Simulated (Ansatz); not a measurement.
# NaI2: the cost of one run

Program: Ansatz 0.2.0. Level of theory: DFT PBE, scalar-relativistic, plane waves, PAW. These are calculated values, not measurements.

## Step 1: The starting structure

It takes space group P4/mmm (No. 123, tetragonal). Conventional cell: a = 3.485 Å, b = 3.485 Å, c = 18.000 Å, α = 90.00°, β = 90.00°, γ = 90.00°. Around Na (site symmetry 4/mmm) lie 8 I at 2.99 Å. I (site symmetry 4mm) has 4 Na at 2.99 Å and 1 I at 3.39 Å as nearest neighbours.

As a file:

```
Na I
1.0
     3.48479    0.00000    0.00000
     0.00000    3.48479    0.00000
     0.00000    0.00000   18.00000
Na I
1 2
Direct
  0.00000 0.00000 0.50000
  0.50000 0.50000 0.59411
  0.50000 0.50000 0.40589
```

Recipe of the guess: species swapped into a sheet modelled on a layer of NdI2, with Na on the Nd sites. Lengths come from tabulated atomic sizes and are only a guess.

It is a sheet, periodic along a and b, with vacuum along c; volumes and pressures of the box carry no meaning, and space groups named for it are those of the box.

## Step 2: A first look at the guess

input.yaml reads:

```yaml
crystal:
  lattice:
    - [3.48478647, 0.0, 0.0]
    - [0.0, 3.48478647, 0.0]
    - [0.0, 0.0, 18.0]
  atoms:
    - { symbol: Na, position: [0.0, 0.0, 0.5] }
    - { symbol: I, position: [0.5, 0.5, 0.59410698] }
    - { symbol: I, position: [0.5, 0.5, 0.40589302] }
  periodic: [true, true, false]
basis:
  ecutwfc: 420
kpoints:
  mp_grid: { grid: [6, 6, 1] }
hamiltonian:
  xc: pbe
scf:
  occupations: { method: gaussian, width: 0.1 }
  lower_state_search: "off"
output:
  forces: true
  stress: true
  eigenvalues: true
```

The run is started by

```sh
ansatz run input.yaml --threads 1 --pin off --max-ram 2048MiB --backend cpu --events-out ev --progress --plain --runs-dir out
```

**Question.** How long does this run take on 1 thread of Arm Neoverse N1, shared host, and how much memory does it need?

About 13 s, with a peak of 0.49 GiB.
